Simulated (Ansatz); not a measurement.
# FGeH4N: the cost of one run

Program: Ansatz 0.2.0. Level of theory: RKS B3LYP-D4/def2-SVP. These are calculated values, not measurements.

## Step 1: The structure to begin with

Bond lengths: Ge1–F2 2.106 Å, Ge1–N3 1.742 Å, Ge1–H5 1.510 Å, Ge1–H6 1.530 Å, N3–H7 1.008 Å. Angles: F2–Ge1–N3 75.5°, F2–Ge1–H5 96.6°, F2–Ge1–H6 102.7°, N3–Ge1–H5 116.1°, N3–Ge1–H6 132.2°, H5–Ge1–H6 111.6°, Ge1–N3–H7 125.7°.

Coordinates:

```xyz
7

Ge   -0.5341   -0.2764    0.4482
F     1.5458   -0.5100    0.2149
N    -0.1569    0.5957   -1.0123
H     1.0665    0.1918   -0.6469
H    -0.8918   -1.7334    0.2786
H    -0.6611    0.1675    1.9069
H    -0.3685    1.5648   -1.1894
```

## Step 2: Pulling towards end A

Springs on the bonds that form and break draw the guess towards this end; the thresholds are loose.

The input, input.yaml:

```yaml
crystal:
  periodic: [false, false, false]
  atoms:
    - { symbol: Ge, position_ang: [-0.5341, -0.2764, 0.4482] }
    - { symbol: F, position_ang: [1.5458, -0.51, 0.2149] }
    - { symbol: "N", position_ang: [-0.1569, 0.5957, -1.0123] }
    - { symbol: H, position_ang: [1.0665, 0.1918, -0.6469] }
    - { symbol: H, position_ang: [-0.8918, -1.7334, 0.2786] }
    - { symbol: H, position_ang: [-0.6611, 0.1675, 1.9069] }
    - { symbol: H, position_ang: [-0.3685, 1.5648, -1.1894] }
basis:
  gaussian: { orbitals: def2-SVP }
hamiltonian:
  xc: b3lyp
  dispersion: d4
relax:
  f_tol: 0.15
  max_steps: 25
  restrain:
    - { distance: [3, 1], at: 2.18, k: 30.0 }
    - { distance: [0, 1], at: 1.77, k: 30.0 }
    - { distance: [3, 2], at: 1.02, k: 30.0 }
output:
  orbitals: {}
```

On the command line:

```
$ ansatz run input.yaml --threads 2 --pin off --max-ram 3072MiB --backend cpu --events-out ev --progress --plain --runs-dir out
```

**Question.** How long does this run take on 2 threads of Intel Xeon Platinum 8488C (Sapphire Rapids), shared host, and how much memory does it need?

About 14 s, with a peak of 0.18 GiB.
